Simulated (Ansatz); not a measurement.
# C3H9B: how energies converge with the basis set

The task here is to estimate one member of a computed series from the others.

The runs use Ansatz 0.2.0, Gaussian basis; one geometry, several basis sets.

Plan: PBE0-D4/def2-SVP; ωB97M-V/def2-SVP; PBE0-D4/def2-QZVPP; ωB97M-V/def2-QZVPP; the functionals' def2-TZVPP values are taken from earlier runs.

1 further run of the same task is left out (it didn't finish).

## The relaxed structure

All runs share one geometry, relaxed beforehand with PBE0-D4 in a triple-zeta def2 set.

SMILES `BCCC`, 13 atoms, charge 0, spin multiplicity 1.

Atoms are counted from 1 here; the program's logs count them from 0.

Bond lengths: B1–C2 1.549 Å, B1–H5 1.199 Å, B1–H6 1.200 Å, C2–C3 1.523 Å, C2–H7 1.099 Å, C2–H8 1.109 Å, C3–C4 1.519 Å, C3–H9 1.095 Å, C3–H10 1.095 Å, C4–H11 1.094 Å, C4–H12 1.094 Å, C4–H13 1.093 Å. Angles: C2–B1–H5 120.0°, C2–B1–H6 121.6°, H5–B1–H6 118.3°, B1–C2–C3 118.7°, B1–C2–H7 110.9°, B1–C2–H8 102.2°, C3–C2–H7 111.3°, C3–C2–H8 109.7°, H7–C2–H8 102.5°, C2–C3–C4 113.4°, C2–C3–H9 109.1°, C2–C3–H10 109.1°, C4–C3–H9 109.8°, C4–C3–H10 109.4°, H9–C3–H10 105.7°, C3–C4–H11 111.1°, C3–C4–H12 111.0°, C3–C4–H13 111.7° and more.

The first run:

in.yaml reads:

```yaml
crystal:
  periodic: [false, false, false]
  atoms:
    - {symbol: B, position_ang: [-1.103058, 1.727720, -0.635853]}
    - {symbol: C, position_ang: [-0.534061, 0.289542, -0.559598]}
    - {symbol: C, position_ang: [0.535439, -0.019635, 0.479932]}
    - {symbol: C, position_ang: [0.902525, -1.491916, 0.548444]}
    - {symbol: H, position_ang: [-1.801937, 2.048204, -1.555672]}
    - {symbol: H, position_ang: [-0.906329, 2.528881, 0.235575]}
    - {symbol: H, position_ang: [-0.237463, -0.067017, -1.555518]}
    - {symbol: H, position_ang: [-1.442913, -0.310389, -0.350769]}
    - {symbol: H, position_ang: [0.191562, 0.322993, 1.461614]}
    - {symbol: H, position_ang: [1.432002, 0.569597, 0.258583]}
    - {symbol: H, position_ang: [1.276385, -1.849357, -0.415478]}
    - {symbol: H, position_ang: [0.031903, -2.101813, 0.807394]}
    - {symbol: H, position_ang: [1.676345, -1.681710, 1.296144]}
basis:
  gaussian: {orbitals: def2-SVP}
hamiltonian: {xc: pbe0, dispersion: d4}
output: {orbitals: {seedname: orbitals}}
```

Run with:

```
$ ansatz run in.yaml --threads 2 --pin off --events-out ev --progress --plain --max-ram 4352MiB
```

Among the steps run: PBE0-D4 in def2-SVP; ωB97M-V in def2-SVP; PBE0-D4 in def2-QZVPP; ωB97M-V in def2-QZVPP.

One table of the session follows, with a row left open; its other results are not shown here.

| functional | basis | HOMO (eV) |
| --- | --- | --- |
| PBE0-D4 | def2-SVP | -8.74 |
| PBE0-D4 | def2-TZVPP | -8.74 |
| PBE0-D4 | def2-QZVPP | ? |
| ωB97M-V | def2-SVP | -11.03 |
| ωB97M-V | def2-TZVPP | -11.05 |
| ωB97M-V | def2-QZVPP | -11.05 |

Q: Estimate the row for PBE0-D4, def2-QZVPP from the others.

The run gave: HOMO (eV): -8.75. In the column «HOMO (eV)» it lies between ωB97M-V, def2-SVP (-11.03) and PBE0-D4, def2-SVP (-8.74).
